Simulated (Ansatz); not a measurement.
# Co (hcp type): the cost of one run

Computed with Ansatz 0.2.0 (DFT, PBEsol, PAW with Ansatz's default frozen-core files, scalar-relativistic, unless a step's input says otherwise).

1 further run of the same task is left out (it didn't finish).

## 1. The starting structure

Symmetry: P6_3/mmc, No. 194, hexagonal system. Conventional cell: a = 2.509 Å, b = 2.509 Å, c = 4.065 Å, α = 90.00°, β = 90.00°, γ = 120.00°. Co (site symmetry -6m2) has 12 Co at 2.50 to 2.51 Å as nearest neighbours.

Structure file:

```xyz
2
Lattice="2.5090 0.0000 0.0000 -1.2545 2.1729 0.0000 0.0000 0.0000 4.0646" Properties=species:S:1:pos:R:3 pbc="T T T"
Co    0.0000    1.4486    1.0162
Co    1.2545    0.7243    3.0485
```

Atoms are numbered in the order of the input: Co1, Co2.

## 2. Bulk cell relaxed, PAW

File input.yaml:

```yaml
crystal:
  lattice:
    - [2.5090426088, 0.0, 0.0]
    - [-1.2545213044, 2.1728946384, 0.0]
    - [0.0, 0.0, 4.0646490262]
  atoms:
    - { symbol: Co, position: [0.3333333333, 0.6666666667, 0.25], spin: 1.7 }
    - { symbol: Co, position: [0.6666666667, 0.3333333333, 0.75], spin: 1.7 }
magnetization:
  spin_polarized: true
kpoints:
  mp_grid: { grid: [20, 20, 11] }
scf:
  occupations: { method: fermi_dirac, width: 0.1 }
hamiltonian:
  xc: pbesol
  pseudopotentials: { kind: paw }
output:
  forces: true
  stress: true
relax:
  f_tol: 0.005
  max_steps: 40
  cell: {}
```

Command:

```sh
$ ansatz run input.yaml --threads 3 --pin off --max-ram 9216MiB --backend cpu --events-out ev --progress --plain --runs-dir out
```

What time and memory should one allow on 3 threads of Intel Xeon Platinum 8488C (Sapphire Rapids), shared host?

About 43 s, with a peak of 0.51 GiB.
